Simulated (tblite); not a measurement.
# C3H12OSeSi3: the cost of one run

Computed with tblite 0.8.0 and PySCF 2.14.0, with density-fitted response routines of our own, on a single molecule in the gas phase. Atoms count from 0, in the outputs and in this text.

## (1) Starting geometry

20 atoms, charge 0, multiplicity 1; geometry from: force field or distance geometry start.

Bonds of the start (Å): C0–C1 1.48, C1–O2 1.22, C1–Si3 1.85, Si3–C4 1.85, C4–Si5 1.85, C4–Se6 1.95, Se6–Si7 2.27, C0–H8 1.12, C0–H9 1.12, C0–H10 1.11, Si3–H11 1.48, Si3–H12 1.47, C4–H13 1.12, Si5–H14 1.47, Si5–H15 1.48, Si5–H16 1.46, Si7–H17 1.46, Si7–H18 1.47, Si7–H19 1.48.

## (2) Geometry optimisation with GFN2-xTB

What the job is given:

```
{"job": {"kind": "relax", "xc": "GFN2-xTB", "basis": "xTB"}, "charge": 0, "multiplicity": 1}
C     -3.338800     1.154700     0.671100
C     -2.463000     0.222300    -0.081500
O     -2.888800    -0.355600    -1.071600
Si    -0.742700    -0.042000     0.533600
C      0.311400    -0.606900    -0.882400
Si     1.242100    -2.168700    -0.556100
Se     1.466300     0.867400    -1.430900
Si     3.206800     1.204000    -0.006200
H     -3.164800     1.073200     1.770000
H     -4.430400     0.981800     0.477300
H     -3.105200     2.174700     0.313800
H     -0.289300     1.262900     1.075400
H     -0.767800    -0.982200     1.664200
H     -0.378300    -0.792500    -1.747200
H      0.353000    -3.288300    -0.220100
H      1.898100    -2.533600    -1.828400
H      2.263700    -1.967100     0.471800
H      2.983300     0.607500     1.302500
H      3.450100     2.646200     0.159200
H      4.389200     0.552800    -0.617500
```

Started as:

```
$ OMP_NUM_THREADS=1 python probes_run.py task.json out
```

The driver reads the jobs from task.json and runs them one after another.

**Question.** How long does this first job take on 1 thread of Arm Neoverse V2, shared host, and how much memory does it need?

About 2.7 s, with a peak of 0.18 GiB.
